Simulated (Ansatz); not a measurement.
# KNbC: the cost of one run

Computed with Ansatz 0.2.0 (DFT PBE, scalar-relativistic, plane waves, PAW, unless a step's input says otherwise).

1 further run of the same task is left out (it didn't finish).

### 1 The structure to begin with

It takes space group P4/mmm (No. 123, tetragonal). Conventional cell: a = 4.285 Å, b = 4.285 Å, c = 4.248 Å, α = 90.00°, β = 90.00°, γ = 90.00°. Around K (site symmetry 4/mmm) lie 2 C at 2.12 Å. Nb (site symmetry 4/mmm) has 4 K at 3.03 Å as nearest neighbours. C (site symmetry 4/mmm) has 2 K at 2.12 Å as nearest neighbours.

Structure file:

```
CELL_PARAMETERS angstrom
4.28525 0.00000 0.00000
0.00000 4.28525 0.00000
0.00000 0.00000 4.24814
ATOMIC_POSITIONS crystal
K 0.50000 0.50000 0.00000
Nb 0.00000 0.00000 0.00000
C 0.50000 0.50000 0.50000
```

The cell is invented: random cell by space group and Wyckoff sites (P4/mmm, No. 123). Lengths come from tabulated atomic sizes and are only a guess.

### 2 The guess as it stands, on a coarse mesh

The input, input.yaml:

```yaml
crystal:
  lattice:
    - [4.28524846, 0.0, 0.0]
    - [0.0, 4.28524846, 0.0]
    - [0.0, 0.0, 4.24813911]
  atoms:
    - { symbol: K, position: [0.5, 0.5, 0.0] }
    - { symbol: Nb, position: [0.0, 0.0, 0.0] }
    - { symbol: C, position: [0.5, 0.5, 0.5] }
basis:
  ecutwfc: 420
kpoints:
  mp_grid: { grid: [4, 4, 4] }
hamiltonian:
  xc: pbe
scf:
  occupations: { method: gaussian, width: 0.1 }
  lower_state_search: "off"
output:
  forces: true
  stress: true
  eigenvalues: true
```

Started as:

```sh
$ ansatz run input.yaml --threads 1 --pin off --max-ram 2048MiB --backend cpu --events-out ev --progress --plain --runs-dir out
```

What time and memory should one allow on 1 thread of Arm Neoverse V2, shared host?

About 2.2 s, with a peak of 0.32 GiB.
